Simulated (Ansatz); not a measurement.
# CdSe (F-43m): point defect (interstitial) in a supercell, by script

What does a point defect do in CdSe (F-43m)? Aim: a point defect (interstitial) in a supercell, for CdSe (F-43m), run from a script.

Computed with Ansatz 0.2.0 through its Python package. Level of theory: DFT r2SCAN, plane waves, PAW.

## (1) The system

Symmetry: F-43m, No. 216, cubic system. Conventional cell: a = 6.141 Å, b = 6.141 Å, c = 6.141 Å, α = 90.00°, β = 90.00°, γ = 90.00°. Around Cd (site symmetry -43m) lie 4 Se at 2.66 Å. Se (site symmetry -43m) is surrounded by 4 Cd at 2.66 Å.

No structure file is read: the coordinates are typed or built in the script.

## (2) The code

cdse_defect.py

```python
'''Point defect (interstitial) in CdSe.'''

import ansatz as az
import numpy as np

vectors = np.array([
    [0.0, 3.070271, 3.070271],
    [3.070271, 0.0, 3.070271],
    [3.070271, 3.070271, 0.0],
])
cdse = (
    az.Lattice.of(vectors)
    .atom('Cd', (0.0, 0.0, 0.0))
    .atom('Se', (0.75, 0.75, 0.75))
)
host = cdse.supercell(2)
defective = host.interstitial('H', at=(0.25, 0.25, 0.25))

def settled(structure):
    return (
        structure.calculation()
        .functional(az.Functional.R2SCAN)
        .basis(600)  # plane waves up to this kinetic energy
        .kpoints(2)  # sampling of the Brillouin zone
        .scf(tolerance=1e-09)
        .occupations('gaussian', width=0.02)  # smearing steadies the SCF of a metal
        .band_table()
    )


perfect = settled(host).run(threads=1, pin='off').report
calculation = settled(defective).forces()
result = calculation.run(threads=1, pin='off')
rep = result.report

n_host, n_defect = len(perfect['lattice']['sites']), len(rep['lattice']['sites'])
print(f'perfect cell: {n_host} atoms, F = {perfect["free_energy_ev"]:.4f} eV')
print(f'defect cell:  {n_defect} atoms, F = {rep["free_energy_ev"]:.4f} eV')
# chemical potentials are still to be added to this difference
print(f'difference {rep["free_energy_ev"] - perfect["free_energy_ev"]:.4f} eV (no chemical potentials)')

pull = np.linalg.norm(rep['forces_ev_ang'], axis=1)
for atom in np.argsort(-pull)[:5]:
    print(f'force on {result.lattice.sites[atom].symbol}{atom}: {pull[atom]:.3f} eV/A')

for site in result.lattice.sites:
    print(f'{site.symbol:2s}', ' '.join(f'{v:8.4f}' for v in site.position_ang))
```

## (3) Running it

Run with:

```
> python cdse_defect.py
```

Output:

```text
perfect cell: 16 atoms, F = -109982.3928 eV
defect cell:  17 atoms, F = -109995.8030 eV
difference -13.4101 eV (no chemical potentials)
force on Cd8: 0.273 eV/A
force on Cd4: 0.273 eV/A
force on Cd2: 0.273 eV/A
force on Cd0: 0.273 eV/A
force on Se9: 0.171 eV/A
Cd   0.0000   0.0000   0.0000
Se   4.6054   4.6054   4.6054
Cd   3.0703   3.0703   0.0000
Se   7.6757   7.6757   4.6054
Cd   3.0703   0.0000   3.0703
Se   7.6757   4.6054   7.6757
Cd   6.1405   3.0703   3.0703
Se  10.7459   7.6757   7.6757
Cd   0.0000   3.0703   3.0703
Se   4.6054   7.6757   7.6757
Cd   3.0703   6.1405   3.0703
Se   7.6757  10.7459   7.6757
Cd   3.0703   3.0703   6.1405
Se   7.6757   7.6757  10.7459
Cd   6.1405   6.1405   6.1405
Se  10.7459  10.7459  10.7459
H    1.5351   1.5351   1.5351
```

Run time: 2.6 min. Hardware: 1 thread of Arm Neoverse V1, shared host; peak memory 2.4 GiB.

## (4) What the script built

Run 2 starts from these 17 atoms:

```xyz
17
Lattice="0.000 6.141 6.141 6.141 0.000 6.141 6.141 6.141 0.000" Properties=species:S:1:pos:R:3 pbc="T T T"
Cd    0.000    0.000    0.000
Se    4.605    4.605    4.605
Cd    3.070    3.070    0.000
Se    7.676    7.676    4.605
Cd    3.070    0.000    3.070
Se    7.676    4.605    7.676
Cd    6.141    3.070    3.070
Se   10.746    7.676    7.676
Cd    0.000    3.070    3.070
Se    4.605    7.676    7.676
Cd    3.070    6.141    3.070
Se    7.676   10.746    7.676
Cd    3.070    3.070    6.141
Se    7.676    7.676   10.746
Cd    6.141    6.141    6.141
Se   10.746   10.746   10.746
H     1.535    1.535    1.535
```

## (5) The engine's runs

One row for each of the 2 runs:

| run | system | energy (eV/atom) | gap on the mesh (eV) | SCF cycles | CPU time (s) |
| --- | --- | --- | --- | --- | --- |
| 1 | CdSe (16 atoms) | -6873.8996 | 1.02 | 9 | 39 |
| 2 | Cd8HSe8 (17 atoms) | -6470.3414 | 0.00 | 21 | 110 |

Energies are free energies F = E - TS of the smeared occupations. Totals carry meaning only in balanced differences at one level of theory.

## (6) Outcome

| quantity | value |
| --- | --- |
| runs compared | 2 |
| force on Cd8 (as printed) | 0.273 eV/A |
| force on Cd4 (as printed) | 0.273 eV/A |
| force on Cd2 (as printed) | 0.273 eV/A |
| force on Cd0 (as printed) | 0.273 eV/A |
| force on Se9 (as printed) | 0.171 eV/A |

A formation energy would need chemical potentials for the atoms added or removed, which the two totals don't give. The cell is small, so the defect feels its images. What to keep in mind:
- Extra carriers fill band states at a few k-points, so forces and energy hang on the mesh.
- The atoms stand at ideal sites; relaxing them can change energy and levels by an eV or more.
- The difference holds no chemical potentials.
- This cell is a computed structure, which may not be the phase found in nature.
- The supercell is small, so the defect meets its images and the energies aren't those of an isolated defect; a partly filled defect level may also lower its energy by spin or distortion. For a charged cell the difference holds no correction, alignment or term for the electrons' reservoir.
